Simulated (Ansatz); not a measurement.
# ClFIn: vertical and adiabatic energies of changing the electron count in Python

Aim: vertical and adiabatic energies of changing the electron count, for ClFIn, run from a script.

All numbers are computed with the Python package of Ansatz 0.2.0. Level of theory: r2SCAN+D4/def2-SVP.

## 1. The structure

Bond lengths: F1–In2 2.095 Å, In2–Cl3 2.207 Å. Angles: F1–In2–Cl3 111.1°.

No structure file is read: the coordinates are typed or built in the script.

## 2. The code

The input, clfin_adiabatic.py:

```python
"""How ClFIn relaxes after losing an electron."""

import ansatz as az
import numpy as np

system = (
    az.Crystal.molecule()
    .atom("F", [-0.0622, 1.7691, 0.1495])
    .atom("In", [-0.702, -0.1498, -0.3975])
    .atom("Cl", [0.7532, -1.6841, 0.2347])
)

base = system.calculation()
base = base.basis(gaussian="def2-SVP")
base = base.functional("r2scan", dispersion="d4")
base = base.spin("collinear", total=1)
symbols = [site.symbol for site in system.cartesian_sites]
start = np.array([site.position_ang for site in system.cartesian_sites], dtype=float)
report = base.relax(force_tolerance=0.01).run(threads=1, backend="cpu").report
end = np.array(report["positions_ang"])

minimum = az.Crystal.molecule()
for symbol, place in zip(symbols, end):
    minimum = minimum.atom(symbol, place.tolist())
ion = (
    minimum.calculation()
    .basis(gaussian="def2-SVP")
    .functional("r2scan", dispersion="d4")
    .charge(1)
)
vertical = ion.run(threads=1, backend="cpu").report
settled = ion.relax(force_tolerance=0.01, max_steps=80).run(threads=1, backend="cpu").report
print(f"vertical ionisation energy   {vertical['free_energy_ev'] - report['free_energy_ev']:.3f} eV")
print(f"adiabatic, no zero point     {settled['free_energy_ev'] - report['free_energy_ev']:.3f} eV")
print(f"relaxation energy of the ion {vertical['free_energy_ev'] - settled['free_energy_ev']:.3f} eV")
ionised = np.array(settled["positions_ang"])
print("final positions (A) and the move of each atom")
for symbol, xyz, old in zip(symbols, ionised, end):
    print(f"{symbol:2s} {xyz[0]:10.5f} {xyz[1]:10.5f} {xyz[2]:10.5f}   {np.linalg.norm(xyz - old):7.4f}")
```

## 3. The input behind the calls

The package turns the script's settings into the engine's input (first run):

```yaml
crystal:
  periodic: [false, false, false]
  atoms:
    - { symbol: F, position_ang: [-0.0622, 1.7691, 0.1495] }
    - { symbol: In, position_ang: [-0.702, -0.1498, -0.3975] }
    - { symbol: Cl, position_ang: [0.7532, -1.6841, 0.2347] }
basis:
  gaussian:
    orbitals: def2-SVP
hamiltonian:
  xc: r2scan
  dispersion: d4
magnetization:
  spin_polarized: true
  initial_magnetization: 1.0
relax:
  f_tol: 0.01
```

## 4. Running it

The run is started by

```
python clfin_adiabatic.py
```

Without the output at hand: what should come out? Wanted: vertical ionisation energy; adiabatic ionisation energy, no zero point.

The runs gave:

```
                                  quantity     value
                vertical ionisation energy  9.721 eV
adiabatic ionisation energy, no zero point  8.764 eV
                             runs compared         3
```

The ionisation energy is a difference of two total energies at the neutral geometry; letting the ion relax lowers it by 0.96 eV. Run 1: The relaxation took 3 moves; the largest shift is 0.129 Å, of atom 3 (Cl). Run 3: After 6 moves the largest shift is 0.759 Å, of atom 2 (In). Notes:
- The energies are electronic: no zero-point or thermal terms, and the basis set is short of its limit. The product may relax into another structure. The relaxation finds the nearest minimum, so the adiabatic value is an upper bound.
- def2 sets replace the cores of elements past krypton by effective core potentials.
- The species is open-shell (spin multiplicity 2).
- Only the spin states typed were run; another state of an ion can lie lower, by up to an eV or two.
